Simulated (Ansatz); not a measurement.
# AsGeH3: the cost of one run

Program: Ansatz 0.2.0, Gaussian basis. Level of theory: cc-pVTZ, core rule «outside noble gas», up to 28 orbitals frozen. These are calculated values, not measurements.

Plan: UHF; CCSD(T) on ROHF; CCSD(T) on UHF; BCCD(T) on ROHF; CCSDT(Q) on ROHF; CCSDT(Q) on UHF; CASSCF and NEVPT2, 12 electrons in 11 orbitals.

4 further runs of the same task are left out: 4 set aside as unsound or not needed.

### 1 What is computed

The geometry is a PBE0/def2-TZVP stationary point (not a proven minimum) of the parent state, kept for this charge and spin. No spin-orbit coupling is included. The filled d shell of Ge, As may be among the frozen orbitals whatever the setting's name suggests; the logs give the count.

5 atoms, charge 0, spin multiplicity 5.

Atoms are counted from 1 here; the program's logs count them from 0.

Bond lengths: Ge1–As2 2.414 Å, Ge1–H3 1.557 Å, As2–H4 1.522 Å, As2–H5 1.522 Å. Angles: As2–Ge1–H3 114.2°, Ge1–As2–H4 97.6°, Ge1–As2–H5 97.6°, H4–As2–H5 92.8°.

### 2 UHF

Input file in.yaml:

```yaml
crystal:
  periodic: [false, false, false]
  atoms:
    - {symbol: Ge, position_ang: [0.000000, 0.064628, 1.230152]}
    - {symbol: As, position_ang: [0.000000, -0.070415, -1.180173]}
    - {symbol: H, position_ang: [0.000000, -1.317769, 1.946080]}
    - {symbol: H, position_ang: [1.101747, 0.947133, -1.438211]}
    - {symbol: H, position_ang: [-1.101747, 0.947133, -1.438211]}
basis:
  gaussian: {orbitals: cc-pVTZ}
magnetization: {spin_polarized: true, initial_magnetization: 4}
hamiltonian: {xc: hf}
output: {orbitals: {seedname: orbitals}}
```

Run with:

```sh
$ ansatz run in.yaml --threads 1 --pin off --events-out ev --progress --plain --max-ram 2560MiB --backend cpu
```

What time and memory should one allow on 1 thread of AMD EPYC 7R13, shared host?

About 21 s, with a peak of 0.33 GiB.
